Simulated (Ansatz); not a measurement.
Predict the output of the script below (Ansatz's Python interface).

The script, `ba_compress.py`:
```python
# -*- coding: utf-8 -*-
"""Cell of Ba under pressure."""

import ansatz as az
import numpy as np

def edges_and_angles(cell):
    cell = np.asarray(cell)
    a, b, c = np.linalg.norm(cell, axis=1)
    cosines = cell[1] @ cell[2] / (b * c), cell[0] @ cell[2] / (a * c), cell[0] @ cell[1] / (a * b)
    return (a, b, c, *np.degrees(np.arccos(cosines)))

lattice = az.Lattice.of(
    (0.0, 3.232665, 3.232665),
    (3.232665, 0.0, 3.232665),
    (3.232665, 3.232665, 0.0),
)
sites = [
    ("Ba", (0.0, 0.0, 0.0)),
]
cell = az.Crystal(lattice=lattice)
for symbol, position in sites:
    cell = cell.atom(symbol, position)

setup = cell.calculation()
setup = setup.basis(530)
setup = setup.scf(tolerance=1e-10)
setup = setup.occupations(az.OccupationsMethod.FERMI_DIRAC).functional("r2scan")
setup = setup.kpoints(7)

# H = F + PV, with 1 GPa A^3 = 1/160.21766 eV
rows = []
for pressure in [0, 10, 20, 30, 40]:
    result = setup.relax(cell=True, pressure=pressure, max_steps=60).run()
    cell = result.lattice.cell_ang
    n_atoms = len(result.lattice.sites)
    volume = abs(np.linalg.det(cell)) / n_atoms
    enthalpy = result.report["free_energy_ev"] / n_atoms + pressure * volume / 160.21766
    rows.append((pressure, volume, enthalpy, *edges_and_angles(cell)))
    print(f"{pressure} GPa done: {volume:.4f} A^3/atom")

print(" P (GPa)  V (A^3/atom)  H (eV/atom)     a       b       c")
for row in rows:
    print("{:8.1f} {:12.4f} {:14.5f} {:7.4f} {:7.4f} {:7.4f}".format(*row[:6]))
p, v = np.array([row[0] for row in rows], float), np.array([row[1] for row in rows])
print("mean bulk modulus between rows (GPa):", np.round(-np.diff(p) / np.diff(np.log(v)), 1))
```

```console
$ python ba_compress.py
0 GPa done: 67.5635 A^3/atom
10 GPa done: 34.5374 A^3/atom
20 GPa done: 26.2677 A^3/atom
30 GPa done: 23.6948 A^3/atom
40 GPa done: 22.1772 A^3/atom
 P (GPa)  V (A^3/atom)  H (eV/atom)     a       b       c
     0.0      67.5635    -5964.45080  4.5717  4.5717  4.5717
    10.0      34.5374    -5961.58443  3.6554  3.6554  3.6554
    20.0      26.2677    -5959.74825  3.3367  3.3367  3.3367
    30.0      23.6948    -5958.20068  3.2240  3.2240  3.2240
    40.0      22.1772    -5956.77229  3.1536  3.1536  3.1536
mean bulk modulus between rows (GPa): [ 14.9  36.5  97.  151.1]
```

The volume falls from 67.56 Å³ an atom at 0 GPa to 22.18 at 40 GPa, by 67.2 %. Between 0 and 10 GPa, -V dP/dV is about 15 GPa, a mean over that step.

Total energies depend on the potentials; only differences at equal settings carry meaning. At a fixed pressure a relaxation lowers the enthalpy F + PV, while F alone can rise. This isn't the structure that Ba takes at ambient conditions. Symmetry holds the cell in this phase, whether or not it is the stable one at each pressure. Timing: 110 s on 1 thread of Arm Neoverse V2 (shared host), peak memory 0.6 GiB.
